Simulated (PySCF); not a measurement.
# SnSiH3ClO (SMILES [SiH3][O][Sn][Cl]) at MP2/ccECP-aug-cc-pVDZ (core potential)

What is the vertical singlet–triplet gap of SnSiH3ClO at MP2/ccECP-aug-cc-pVDZ (core potential)? 

Program for the calculation: PySCF 2.14.0.

## 1. Starting point

SnSiH3ClO: 7 atoms, total charge 0, spin state singlet. SMILES: `[SiH3][O][Sn][Cl]`. Geometry: relaxed at PBE0-D4/def2-TZVP. This is one conformer, not always the lowest.

Bond lengths: Si1–O2 1.642 Å, O2–Sn3 1.963 Å, Sn3–Cl4 2.379 Å, Si1–H5 1.487 Å, Si1–H6 1.487 Å, Si1–H7 1.487 Å. Angles: Si1–O2–Sn3 140.0°, O2–Sn3–Cl4 96.9°, O2–Si1–H5 111.1°, O2–Si1–H6 108.3°, O2–Si1–H7 111.0°, H5–Si1–H6 108.8°, H5–Si1–H7 108.8°, H6–Si1–H7 108.8°.

## 2. A single-point energy at MP2/ccECP-aug-cc-pVDZ (core potential)

File job.py:

```python
from pyscf import gto, mp

mol = gto.M(
    atom=[
    ('Si', (0.025100, 0.948700, 0.131900)),
    ('O', (-0.000800, -0.428100, 1.026700)),
    ('Sn', (-0.034800, -2.376500, 0.787400)),
    ('Cl', (-0.028200, -2.372800, -1.591800)),
    ('H', (-1.175600, 1.041700, -0.741200)),
    ('H', (0.032300, 2.109500, 1.061000)),
    ('H', (1.243100, 1.009500, -0.719700)),
],
    verbose=4,
    max_memory=1860,
    basis='ccecp-aug-cc-pvdz',
    ecp={'Si': 'ccecp', 'O': 'ccecp', 'Sn': 'ccecp', 'Cl': 'ccecp', 'H': 'ccecp'},
)

mf = mol.RHF()
mf.conv_tol = 1e-10
mf.kernel()
if not mf.converged:
    mf = mf.newton().run(mf.mo_coeff, mf.mo_occ)

pt = mp.MP2(mf).run()
e_tot = pt.e_tot
print('E(%s) = %.9f' % ('MP2', e_tot))
```

The run is started by

```
OMP_NUM_THREADS=1 python job.py
```

The program printed:

```text
PySCF version 2.14.0

[INPUT] num. atoms = 7
[INPUT] num. electrons = 24
[INPUT] charge = 0
[INPUT] spin (= nelec alpha-beta = 2S) = 0
[INPUT] symmetry False subgroup None
[INPUT] Mole.unit = angstrom
[INPUT] Symbol           X                Y                Z      unit          X                Y                Z       unit  Magmom
[INPUT]  1 Si     0.025100000000   0.948700000000   0.131900000000 AA    0.047432125727   1.792783174375   0.249254875830 Bohr   0.0
[INPUT]  2 O     -0.000800000000  -0.428100000000   1.026700000000 AA   -0.001511780900  -0.808991753926   1.940181812091 Bohr   0.0
[INPUT]  3 Sn    -0.034800000000  -2.376500000000   0.787400000000 AA   -0.065762469135  -4.490934135029   1.487970350483 Bohr   0.0
[INPUT]  4 Cl    -0.028200000000  -2.372800000000  -1.591800000000 AA   -0.053290276713  -4.483942148368  -3.008066045083 Bohr   0.0
[INPUT]  5 H     -1.175600000000   1.041700000000  -0.741200000000 AA   -2.221562032039   1.968527703959  -1.400665003528 Bohr   0.0
[INPUT]  6 H      0.032300000000   2.109500000000   1.061000000000 AA    0.061038153823   3.986377259770   2.004999418164 Bohr   0.0
[INPUT]  7 H      1.243100000000   1.009500000000  -0.719700000000 AA    2.349118545447   1.907678522748  -1.360035891849 Bohr   0.0

nuclear repulsion = 46.5977004250253
number of shells = 47
number of NR pGTOs = 272
number of NR cGTOs = 115
basis = ccecp-aug-cc-pvdz
ecp = {'Si': 'ccecp', 'O': 'ccecp', 'Sn': 'ccecp', 'Cl': 'ccecp', 'H': 'ccecp'}

******** <class 'pyscf.scf.hf.RHF'> ********
method = RHF
initial guess = minao
damping factor = 0
level_shift factor = 0
DIIS = <class 'pyscf.scf.diis.CDIIS'>
diis_start_cycle = 1
diis_space = 8
diis_damp = 0
SCF conv_tol = 1e-10
SCF conv_tol_grad = None
SCF max_cycles = 50
direct_scf = True
direct_scf_tol = 1e-13
Set gradient conv threshold to 1e-05
Initial guess from minao.
init E= -38.7141411960677
  HOMO = -0.309956314327562  LUMO = -0.0512108961103743  gap/eV = 7.04082
cycle= 1 E= -39.3011285964666  delta_E= -0.587  |g|= 0.667  |ddm|= 4.02
  HOMO = -0.340567757345972  LUMO = -0.0248833510851949  gap/eV = 8.59021
cycle= 2 E= -39.3608259861816  delta_E= -0.0597  |g|= 0.516  |ddm|= 1.61
  HOMO = -0.385812763074084  LUMO = -0.0176603527344108  gap/eV = 10.01794
cycle= 3 E= -39.4174610139301  delta_E= -0.0566  |g|= 0.0559  |ddm|= 0.607
  HOMO = -0.383337526783306  LUMO = -0.00834423658092964  gap/eV = 10.20409
cycle= 4 E= -39.4187517175333  delta_E= -0.00129  |g|= 0.0167  |ddm|= 0.141
  HOMO = -0.382911307253738  LUMO = -0.00889493289171428  gap/eV = 10.17750
cycle= 5 E= -39.4188985913347  delta_E= -0.000147  |g|= 0.00355  |ddm|= 0.0454
  HOMO = -0.38269567708465  LUMO = -0.0088381432928526  gap/eV = 10.17318
cycle= 6 E= -39.4189122022635  delta_E= -1.36e-05  |g|= 0.000956  |ddm|= 0.0178
  HOMO = -0.382692970102929  LUMO = -0.00883252502570597  gap/eV = 10.17326
cycle= 7 E= -39.4189131684518  delta_E= -9.66e-07  |g|= 0.000247  |ddm|= 0.00448
  HOMO = -0.382633861289624  LUMO = -0.00878827174393981  gap/eV = 10.17286
cycle= 8 E= -39.4189132232723  delta_E= -5.48e-08  |g|= 6.46e-05  |ddm|= 0.000959
  HOMO = -0.382629188352972  LUMO = -0.00879154968775953  gap/eV = 10.17264
cycle= 9 E= -39.4189132270941  delta_E= -3.82e-09  |g|= 1.44e-05  |ddm|= 0.000262
  HOMO = -0.382629383642379  LUMO = -0.00879282189177455  gap/eV = 10.17261
cycle= 10 E= -39.4189132272721  delta_E= -1.78e-10  |g|= 4.46e-06  |ddm|= 4.79e-05
  HOMO = -0.382629804398957  LUMO = -0.00879329296754472  gap/eV = 10.17261
cycle= 11 E= -39.4189132272889  delta_E= -1.68e-11  |g|= 1.26e-06  |ddm|= 1.42e-05
  HOMO = -0.382629613593519  LUMO = -0.00879314218675242  gap/eV = 10.17261
Extra cycle  E= -39.4189132272905  delta_E= -1.59e-12  |g|= 5.98e-07  |ddm|= 3.24e-06
converged SCF energy = -39.4189132272905

******** <class 'pyscf.mp.mp2.RMP2'> ********
nocc = 12, nmo = 115
E(RMP2) = -39.9454385175495  E_corr = -0.526525290258967
E(SCS-RMP2) = -39.942373214252  E_corr = -0.523459986961533
E_corr(same-spin) = -0.125042724633724
E_corr(oppo-spin) = -0.401482565625243
E(MP2) = -39.945438518
```

Run time: 13 s. Hardware: 1 thread of Arm Neoverse N1, shared host; peak memory 0.36 GiB.

## 3. The triplet, same level

File run.py:

```python
from pyscf import gto, scf, mp

mol = gto.Mole()
mol.atom = [
    ('Si', (0.025100, 0.948700, 0.131900)),
    ('O', (-0.000800, -0.428100, 1.026700)),
    ('Sn', (-0.034800, -2.376500, 0.787400)),
    ('Cl', (-0.028200, -2.372800, -1.591800)),
    ('H', (-1.175600, 1.041700, -0.741200)),
    ('H', (0.032300, 2.109500, 1.061000)),
    ('H', (1.243100, 1.009500, -0.719700)),
]
mol.ecp = {'Si': 'ccecp', 'O': 'ccecp', 'Sn': 'ccecp', 'Cl': 'ccecp', 'H': 'ccecp'}
mol.charge = 0
mol.basis = 'ccecp-aug-cc-pvdz'
mol.spin = 2
mol.max_memory = 1860
mol.verbose = 3
mol.build()

calc0 = scf.UHF(mol)
calc0.conv_tol = 1e-10
calc0.kernel()
if not calc0.converged:
    calc0 = calc0.newton().run(calc0.mo_coeff, calc0.mo_occ)

pt = mp.MP2(calc0).run()
e_final = pt.e_tot
print('E = %.10f Eh' % e_final)
```

The run is started by

```
OMP_NUM_THREADS=1 python run.py
```

The program printed:

```text
WARN: HOMO -0.0512108961103743 >= LUMO -0.309956314327562

converged SCF energy = -39.3289913627908  <S^2> = 2.0087002  2S+1 = 3.0057945
E(UMP2) = -39.8348516802009  E_corr = -0.505860317410071
E(SCS-UMP2) = -39.828735629902  E_corr = -0.499744267111185
E = -39.8348516802 Eh
```

It took 19 s on 1 thread of Arm Neoverse N1, shared host; peak memory 0.37 GiB.

## 4. Results

At MP2/ccECP-aug-cc-pVDZ (core potential):

| quantity | value |
| --- | --- |
| singlet: total energy | -39.94544 Eh |
| singlet: dipole moment (Hartree–Fock density) | 2.85 D |
| singlet: HOMO energy (Hartree–Fock orbitals) | -10.41 eV |
| singlet: LUMO energy (Hartree–Fock orbitals) | -0.24 eV |
| singlet: HOMO–LUMO gap (Hartree–Fock orbitals) | 10.17 eV |
| singlet: correlation energy | -526.5 mEh |
| triplet: total energy | -39.83485 Eh |
| triplet: dipole moment (Hartree–Fock density) | 3.06 D |
| triplet: HOMO energy (Hartree–Fock orbitals) (highest over α and β) | -7.94 eV |
| triplet: LUMO energy (Hartree–Fock orbitals) (lowest over α and β) | -2.28 eV |
| triplet: correlation energy | -505.9 mEh |
| triplet: ⟨S²⟩ of the reference determinant | 2.009 |
| vertical energy of the triplet above the singlet | 3.009 eV |

What this shows: At this shape the triplet lies 3.01 eV (290 kJ/mol) above the singlet. Mulliken charges (triplet) of the mean-field density run from -0.66 on Si1 to +0.84 on Sn3; in a basis this large or diffuse they mean little.
